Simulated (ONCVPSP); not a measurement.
# Pseudopotential generation for tungsten: ONCV, PBE

Do these settings give a usable potential? It is generated, then checked for transferability, scattering, ghosts and hardness.

Method: ONCVPSP 4.0.1.1 (patched build), PBE, scalar-relativistic.

### Step 1. The atom and the settings

The settings as typed:

```json
{"element": "tungsten (W, Z = 74)", "type": "optimised norm-conserving Vanderbilt (ONCV)", "frozen core": "[Xe] 4f14", "valence charge": "6", "reference configuration": "5d4 6s2", "partial waves": "6s: rc 2.90 bohr, ncon 3, nbas 5, qcut 2.1 1/bohr, 1 projector; p scattering state at 0.04 Ha: rc 2.95 bohr, ncon 4, nbas 8, qcut 2.4 1/bohr, 2 projectors, debl 3.9 Ha; 5d: rc 2.10 bohr, ncon 4, nbas 9, qcut 7.6 1/bohr, 2 projectors, debl 3 Ha; f scattering state at 0.28 Ha: rc 2.20 bohr, ncon 4, nbas 8, qcut 4.5 1/bohr, 2 projectors, debl 0.8 Ha", "local potential": "polynomial inside 1.75 bohr (lpopt 5, dvloc0 0 Ha)", "core correction": "Teter function, parameters optimised by the program"}
```

An earlier all-electron run gives the scale for the radii.

All-electron outer shells of the reference configuration (PBE, scalar-relativistic, ld1.x):

```
shell  level (eV)  outermost node (bohr)  outermost maximum (bohr)
   4f      -33.21                      –                      0.43
   6s       -5.71                   1.28                      2.67
   5d       -4.48                   0.63                      1.49
   6p       -1.36                   1.54                      3.75
```

### Step 2. Generation

Contents of W.dat:

```
# ATOM AND REFERENCE CONFIGURATION
# atsym  z   nc   nv     iexc    psfile
  W 74.00   12    2        4      upf
#
#   n    l    f
    1    0    2.00
    2    0    2.00
    2    1    6.00
    3    0    2.00
    3    1    6.00
    3    2   10.00
    4    0    2.00
    4    1    6.00
    4    2   10.00
    4    3   14.00
    5    0    2.00
    5    1    6.00
    5    2    4.00
    6    0    2.00
#
# PSEUDOPOTENTIAL AND OPTIMIZATION
# lmax
    3
#
#   l,   rc,      ep,       ncon, nbas, qcut
    0    2.90    0.00    3    5    2.10
    1    2.95    0.04    4    8    2.40
    2    2.10    0.00    4    9    7.60
    3    2.20    0.28    4    8    4.50
#
# LOCAL POTENTIAL
# lloc, lpopt,  rc(5),   dvloc0
    4    5    1.75    0.00
#
# VANDERBILT-KLEINMAN-BYLANDER PROJECTORs
# l, nproj, debl
    0    1    2.40
    1    2    3.90
    2    2    3.00
    3    2    0.80
#
# MODEL CORE CHARGE
# icmod, fcfact, rcfact
    4    0.45    0.00
#
# LOG DERIVATIVE ANALYSIS
# epsh1, epsh2, depsh
   -2.00    5.00    0.02
#
# OUTPUT GRID
# rlmax, drl
    6.00    0.01
#
# TEST CONFIGURATIONS
# ncnf
    4
# nvcnf
#   n    l    f
    2
    5    2    4.00
    6    0    1.00
#
    2
    5    2    4.00
    6    0    0.00
#
    2
    5    2    3.00
    6    0    0.00
#
    2
    5    2    4.50
    6    0    1.50
#
```

Launch:

```sh
oncvpsp.x < W.dat > W.out
```

Before running it: what results should come out? Wanted: cutoffs for 1 and 0.1 mHa per electron, occupied waves; bound ghosts; GHOST(+) flags; largest test error; largest phase difference near zero energy, channels read; rms error of d²Exc/dn², without and with the model core; projector energies reset by the program.

**Answer**, as computed:

| quantity | value |
| --- | --- |
| cutoffs for 1 and 0.1 mHa per electron, occupied waves | 15 Ha and 19 Ha |
| bound ghosts | s at -56.07 eV, f at -1117.67 eV |
| GHOST(+) flags | p at 83 eV, f at 413 eV, f at 848 eV |
| largest test error (AE − PS) | -271 meV, for 5d3 6s0 |
| largest phase difference near zero energy, channels read | 0.018 rad |
| rms error of d²Exc/dn², without and with the model core | 7.64 and 0.30 mHa |
| projector energies reset by the program | p: 0.050, 3.950 Ha |

It has a bound ghost (s, f), a state that the atom doesn't have, and that rules the file out. The worst unpolarised test, 5d3 6s0, is off by 271 meV on 49.9 eV; by total energies transferability rates as poor. That test lies far up in energy; among those under 40 eV, nearer to bonding, the largest error is 70 meV. By its cutoff, 15 Ha for the looser tolerance, it is soft on the atom at that tolerance. The 5d wave sets it; 6s needs 5 Ha. Near zero energy the phases of the channels with partial waves agree within 0.018 rad. The program also flags highly localised states, GHOST(+) (p, f).
